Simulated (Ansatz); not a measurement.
This script makes an all-electron equation of state of NiO, space group Fm-3m with Ansatz's Python interface.

`nio_eos_lapw.py`
```python
"""All-electron equation of state of NiO."""

import warnings

import ansatz
from ase.eos import EquationOfState
from ase.units import GPa
import numpy as np

VECTORS = np.array([
    [0.0, 2.08590164, 2.08590164],
    [2.08590164, 0.0, 2.08590164],
    [2.08590164, 2.08590164, 0.0],
])
SITES = [
    ("Ni", (0.0, 0.0, 0.0), 1.0),
    ("O", (0.5, 0.5, 0.5), 0.0),
]


def make_crystal(cell):
    crystal = ansatz.Crystal(lattice=ansatz.Lattice.of(cell))
    for symbol, position, moment in SITES:
        crystal = crystal.atom(symbol, position, moment=moment or None)
    return crystal


def main() -> None:
    warnings.simplefilter("ignore", ansatz.DeckWarning)

    volumes, energies = [], []
    for scale in np.linspace(0.94, 1.06, 7):
        cell = VECTORS * scale ** (1 / 3)
        calculation = (
            make_crystal(cell).calculation()
            .functional("pbe")
            .occupations("fermi_dirac", width=0.1)
            .spin("collinear")
            .kpoints(12, 12, 12)
            .pseudopotentials("all_electron", lapw=True)
        )
        r = calculation.run(threads=1).report
        volumes.append(abs(np.linalg.det(cell)) / len(SITES))
        energies.append(r["free_energy_ev"] / len(SITES))
        print(f"{scale:.3f} {volumes[-1]:9.4f} A^3/atom {energies[-1]:16.5f} eV/atom  (estimated basis error {1000 * r['lapw_basis_errors']['total_ev_per_atom']:.2f} meV/atom)")
    v0, e0, bulk = EquationOfState(volumes, energies, eos="birchmurnaghan").fit()
    print(f"V0 = {v0:.4f} A^3/atom, B0 = {bulk / GPa:.1f} GPa")


if __name__ == "__main__":
    main()
```

Its results, one of them left out:

| V (Å³/atom) | F less the lowest row shown (meV/atom) |
| --- | --- |
| 8.531 | 46.07 |
| 8.713 | 27.17 |
| 8.894 | 13.60 |
| 9.076 | 4.83 |
| 9.257 | 0.43 |
| 9.439 | 0.00 |
| 9.620 | ? |

What is the missing energy at 9.620 Å³ an atom?

A third-order Birch-Murnaghan fit, E = E0 + (9 V0 B0 / 16) [(t - 1)³ B' + (t - 1)² (6 - 4t)] with t = (V0/V)^(2/3), through the 6 rows shown gives V0 = 9.368 Å³, B0 = 170.0 GPa, B' = 3.98 and E0 = -0.28 meV. At V = 9.620 Å³, t = 0.98246, and the fit extrapolates to 3.16 meV. The run gave 3.20 meV, a miss of 0.04 meV.

Reading the output:
- Other magnetic orders than the one started from may lie lower.
- The mesh is modest for a metal, so energies can be off by several to tens of meV an atom and pressures by half a GPa or more; differences at equal mesh fare better.
- With one magnetic atom the cell can hold only ferromagnetic order.
- Without a Hubbard U or exact exchange, semilocal functionals often make such 3d compounds metallic or too weakly gapped.
- The structure is a deposited one; some such entries were measured under pressure or heat, so a shift against it needn't be the functional's error alone.
- Finished in 4 min on 1 thread of Arm Neoverse V2, with other jobs on the host, peak memory 0.62 GiB.
